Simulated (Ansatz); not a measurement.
CH4BO2, SMILES [CH2]B(O)O, a rigid torsion scan

Computed with Ansatz 0.2.0 through its Python package.

At the Python prompt:
```pycon
>>> import ansatz as az
>>> from ase import Atoms
>>> atoms = Atoms(["C", "B", "O", "O", "H", "H", "H", "H"], positions=[
...     [1.3187, -0.2624, 0.0267],
...     [-0.1751, 0.0382, -0.4193],
...     [-1.0354, -1.0539, -0.8667],
...     [-0.6846, 1.4073, -0.4037],
...     [1.825, 0.6812, 0.3178],
...     [1.3145, -0.9597, 0.8896],
...     [-1.4878, -1.37, -0.0441],
...     [-1.0752, 1.5193, 0.4997],
... ])
>>> first = (
...     az.Crystal.molecule_from_ase(atoms).calculation()
...     .basis(gaussian="def2-SVP")
...     .functional("cam_b3lyp")
...     .spin("collinear", total=1)
...     .relax(force_tolerance=0.02, max_steps=80)
... )
>>> atoms.positions = first.run(threads=1, backend="cpu").report["positions_ang"]
>>> start = atoms.get_dihedral(0, 1, 3, 7)
>>> energies = {}
>>> for turn in range(0, 360, 40):
...     turned = atoms.copy()
...     turned.set_dihedral(0, 1, 3, 7, start + turn, indices=[3, 7])
...     job = az.Crystal.molecule_from_ase(turned).calculation()
...     job = job.basis(gaussian="def2-SVP").functional("cam_b3lyp")
...     job = job.spin("collinear", total=1)
...     energies[round((start + turn) % 360)] = job.run(threads=1, backend="cpu").report["free_energy_ev"]
...
>>> floor = min(energies.values())
>>> print("dihedral C0-B1-O3-H7 (deg)   E - E(min) (kJ/mol)")
dihedral C0-B1-O3-H7 (deg)   E - E(min) (kJ/mol)
>>> for angle, e in sorted(energies.items()):
...     print(f"{angle:8d} {96.485332 * (e - floor):14.3f}  " + "#" * int(30 * (e - floor) / max(max(energies.values()) - floor, 1e-9)))
...
      20          0.000
      60         20.317  ####################
     100         29.370  #############################
     140         13.479  #############
     180          2.286  ##
     220         13.456  #############
     260         29.371  ##############################
     300         20.359  ####################
     340          0.024
```

What to keep in mind:
- These settings explore the input space; basis and method may be short of convergence.
- The scan is rigid and the energies are electronic, in a modest basis. With rigid groups the curve can differ much from the relaxed path, the start wasn't checked as a minimum of this torsion, and equivalent turns needn't return to the same energy.
- The run takes the species as open-shell (spin multiplicity 2), which needn't be its ground state.
- Hardware and time: 53 s on 1 thread of Arm Neoverse V2, on a shared host, peak memory 0.27 GiB.
